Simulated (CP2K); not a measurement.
A run of CP2K 2026.2 is set up as follows.

Contents of mose_vcrelax.inp:

```
&GLOBAL
  PROJECT mose_vcrelax
  RUN_TYPE CELL_OPT
  PRINT_LEVEL LOW
&END GLOBAL
&FORCE_EVAL
  METHOD QS
  STRESS_TENSOR ANALYTICAL
  &DFT
    BASIS_SET_FILE_NAME BASIS_MOLOPT_UZH
    POTENTIAL_FILE_NAME POTENTIAL_UZH
    &MGRID
      CUTOFF 450
      REL_CUTOFF 60
      NGRIDS 5
    &END MGRID
    &QS
      METHOD GPW
      EPS_DEFAULT 1.0E-9
      EXTRAPOLATION USE_PREV_P
    &END QS
    &KPOINTS
      SCHEME MONKHORST-PACK 6 6 6
      GAMMA_CENTERED T
    &END KPOINTS
    &SCF
      SCF_GUESS ATOMIC
      EPS_SCF 1.0E-6
      MAX_SCF 100
      ADDED_MOS 13
      CHOLESKY OFF
      EPS_EIGVAL 1.0E-7
      &DIAGONALIZATION ON
        ALGORITHM STANDARD
      &END DIAGONALIZATION
      &MIXING ON
        METHOD BROYDEN_MIXING
        ALPHA 0.4
        BETA 1.5
        NBUFFER 8
      &END MIXING
      &SMEAR ON
        METHOD FERMI_DIRAC
        ELECTRONIC_TEMPERATURE [K] 580.226
      &END SMEAR
    &END SCF
    &XC
      &XC_FUNCTIONAL
        &GGA_X_PBE
        &END GGA_X_PBE
        &GGA_C_PBE
        &END GGA_C_PBE
      &END XC_FUNCTIONAL
      &VDW_POTENTIAL
        POTENTIAL_TYPE PAIR_POTENTIAL
        &PAIR_POTENTIAL
          TYPE DFTD2
          REFERENCE_FUNCTIONAL PBE
          R_CUTOFF 20
        &END PAIR_POTENTIAL
      &END VDW_POTENTIAL
    &END XC
    &PRINT
      &KPOINTS ON
      &END KPOINTS
      &MULLIKEN ON
        &EACH
          CELL_OPT 0
        &END EACH
        ADD_LAST NUMERIC
      &END MULLIKEN
      &MO ON
        ENERGIES T
        OCCUPATION_NUMBERS T
        &EACH
          QS_SCF 0
          CELL_OPT 0
        &END EACH
        ADD_LAST NUMERIC
      &END MO
      &LOWDIN ON
        &EACH
          CELL_OPT 0
        &END EACH
        ADD_LAST NUMERIC
      &END LOWDIN
      &HIRSHFELD ON
        SHAPE_FUNCTION DENSITY
        &EACH
          CELL_OPT 0
        &END EACH
        ADD_LAST NUMERIC
      &END HIRSHFELD
    &END PRINT
  &END DFT
  &SUBSYS
    &CELL
      ABC 4.0911494374 4.0911494373 4.0911494374
      ALPHA_BETA_GAMMA 59.9999999997 60.0000000000 59.9999999995
      PERIODIC XYZ
    &END CELL
    &COORD
      SCALED
      Mo  0.0000000000 0.0000000000 0.0000000000
      Se  0.5000000000 0.5000000000 0.5000000000
    &END COORD
    &KIND Mo
      BASIS_SET DZVP-MOLOPT-PBE-GTH-q14
      POTENTIAL GTH-PBE-q14
    &END KIND
    &KIND Se
      BASIS_SET DZVP-MOLOPT-PBE-GTH-q6
      POTENTIAL GTH-PBE-q6
    &END KIND
    &PRINT
      &ATOMIC_COORDINATES ON
      &END ATOMIC_COORDINATES
      &CELL ON
      &END CELL
      &SYMMETRY ON
      &END SYMMETRY
    &END PRINT
  &END SUBSYS
  &PRINT
    &FORCES ON
    &END FORCES
    &STRESS_TENSOR ON
    &END STRESS_TENSOR
  &END PRINT
&END FORCE_EVAL
&MOTION
  &CELL_OPT
    OPTIMIZER BFGS
    MAX_ITER 40
    MAX_FORCE [eV*angstrom^-1] 0.03
    RMS_FORCE [eV*angstrom^-1] 0.03
    MAX_DR 1.0E-2
    RMS_DR 1.0E-2
    EXTERNAL_PRESSURE [bar] 0.0
    PRESSURE_TOLERANCE [bar] 500
    KEEP_SPACE_GROUP T
  &END CELL_OPT
  &PRINT
    &TRAJECTORY ON
    &END TRAJECTORY
    &CELL ON
    &END CELL
    &FORCES ON
    &END FORCES
    &STRESS ON
    &END STRESS
    &RESTART OFF
    &END RESTART
    &RESTART_HISTORY OFF
    &END RESTART_HISTORY
  &END PRINT
&END MOTION
```

Potentials or basis: POTENTIAL_UZH Mo GTH-PBE-q14, Se GTH-PBE-q6; DZVP-MOLOPT-PBE-GTH basis.

Command:

```console
$ OMP_NUM_THREADS=1 cp2k.psmp -i mose_vcrelax.inp -o mose_vcrelax.out
```

Problem. Predict the relaxed cell.

Solution. a = 3.756 Å, b = 3.760 Å, c = 3.762 Å, α = 56.03°, β = 57.08°, γ = 57.06°.

Problem. Predict the space group after relaxing (to 0.05 Å).

Solution. C2/m (No. 12).

Problem. What does it give for the relaxed volume?

Solution. 17.36 Å³/atom.

Problem. What does it give for the band gap on the k mesh?

Solution. None (metal or under the smearing width).

Step by step:
```csv
step,energy change (eV),largest force (eV/Å),volume (Å³)
1,0.0000,0.0000,48.42
2,-0.1034,0.0000,47.66
3,-1.1363,0.0000,39.07
4,-1.2051,0.0000,31.56
5,-1.3492,0.0000,35.49
6,-1.3595,0.0000,34.85
7,-1.3602,0.0000,34.72
8,-1.3602,0.0000,34.72
```

Caveat: the volume moved by over 15 % at a fixed basis, so the end points are rough; the basis of atomic orbitals isn't converged, which shifts pressures, moduli and gaps; the real-space grid breaks the cell's symmetry a little; pairwise dispersion overbinds metals, which lowers pressure and volume.
